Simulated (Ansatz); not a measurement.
# SiH₃Se+ (SMILES [SiH2+][SeH]): functionals against CCSD(T) at one geometry

One table from this session's results is given with a row withheld; the runs are named, their logs left out.

The runs use Ansatz 0.2.0, Gaussian basis; single points in def2-TZVPP.

Correlated methods freeze the cores. Filled d shells of the heavier atoms are correlated.

**Where the work starts**

SMILES `[SiH2+][SeH]`, 5 atoms, charge 1, spin multiplicity 1.

Atoms are counted from 1 here; the program's logs count them from 0.

Bond lengths: Si1–Se2 2.264 Å, Si1–H3 1.496 Å, Si1–H4 1.510 Å, Se2–H5 1.380 Å. Angles: Se2–Si1–H3 121.2°, Se2–Si1–H4 130.1°, H3–Si1–H4 108.2°, Si1–Se2–H5 92.4°.

Geometry (Å):

| atom | x (Å) | y (Å) | z (Å) |
| --- | --- | --- | --- |
| Si1 | -0.0995 | -0.6860 | 0.0468 |
| Se2 | 1.1535 | 1.1987 | -0.0084 |
| H3 | -0.8395 | -1.0890 | 1.2829 |
| H4 | -0.5005 | -1.6207 | -1.0699 |
| H5 | 0.0472 | 1.9972 | -0.2135 |

Set-up of the first run:

Input file run/in.yaml:

```yaml
crystal:
  periodic: [false, false, false]
  atoms:
    - {symbol: Si, position_ang: [-0.099500, -0.686000, 0.046800]}
    - {symbol: Se, position_ang: [1.153500, 1.198700, -0.008400]}
    - {symbol: H, position_ang: [-0.839500, -1.089000, 1.282900]}
    - {symbol: H, position_ang: [-0.500500, -1.620700, -1.069900]}
    - {symbol: H, position_ang: [0.047200, 1.997200, -0.213500]}
basis:
  gaussian: {orbitals: def2-TZVPP}
total_charge: 1
correlation: {method: ccsd_t}
output: {forces: true}
```

No record of the launch command was kept for these runs.

Among the steps run: CCSD(T)/def2-TZVPP; PBE0-D4/def2-TZVPP; wB97M-V/def2-TZVPP; r2SCAN-D4/def2-TZVPP; PBE-D4/def2-TZVPP; SPW92/def2-TZVPP; CAM-B3LYP-D4/def2-TZVPP.

One of the session's tables, all rows but one given; the rest of the session is left out.

| method | RMS force component (eV/Å) | angle to CCSD(T) forces (°) |
| --- | --- | --- |
| CCSD(T) | 1.057 | reference |
| PBE0-D4 | 1.103 | 4.5 |
| wB97M-V | 1.079 | 1.8 |
| r2SCAN-D4 | ? | ? |
| PBE-D4 | 1.171 | 9.6 |
| SPW92 | 1.175 | 12.9 |
| CAM-B3LYP-D4 | 1.073 | 1.0 |

Q: Estimate the row for r2SCAN-D4 from the others.

**Answer.** RMS force component (eV/Å): 1.094; angle to CCSD(T) forces (°): 4.3. In the column «RMS force component (eV/Å)» it lies between wB97M-V (1.079) and PBE0-D4 (1.103).
